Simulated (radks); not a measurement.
# Nuclear size and the levels of Ce⁴⁰⁺

One table from this session's results is given with a row withheld; the runs are named, their logs left out.

Program: radks (a radial shooting solver on a logarithmic mesh, Libxc functionals) version 1. Level of theory: Dirac Kohn-Sham, PBE, spin-unpolarised, spherical densities, finite nucleus. These are calculated values, not measurements, unless marked.

## What is computed

| Item | Value |
| --- | --- |
| element | cerium (Z = 58) |
| charge | +40 |
| electrons | 18 |
| configuration | [Ar] |
| nuclear rms radius | 4.8771 fm |

Outer shells as boxes (Hund's rule):

Ce⁴⁰⁺
```
[Ne] core
3s [↑↓]
3p [↑↓][↑↓][↑↓]
```

The first run:

The run's settings:

```text
Z 58
configuration [Ar] 4s0 3d0
relativity Dirac
functional pbe,pbe
spin unpolarised
j_filling average
nucleus finite rms 4.8771 fm
c 137.035999084
```

Steps of the session up to this table: rms radius 4.8771 fm.

One of the session's tables, all rows but one given; the rest of the session is left out.

It belongs to the step «rms radius 4.8771 fm». Radial moments (bohr):

```
level      <r>  outermost maximum (interpolated)  90 % within  nodes
2p1/2  0.08705                            0.0677        0.143      0
2p3/2  0.09304                            0.0729        0.151      0
3s1/2        ?                                 ?            ?      ?
3p1/2   0.2431                             0.227        0.361      1
3p3/2   0.2524                             0.237        0.374      1
3d3/2   0.2193                             0.185        0.335      0
3d5/2   0.2222                             0.187        0.339      0
4s1/2   0.4870                             0.489        0.686      3
```

**Question.** Estimate the row for 3s1/2.

**Answer.** <r>: 0.2560; outermost maximum (interpolated): 0.242; 90 % within: 0.373; nodes: 2. In the column «<r>» it lies between 3p3/2 (0.2524) and 4s1/2 (0.4870).
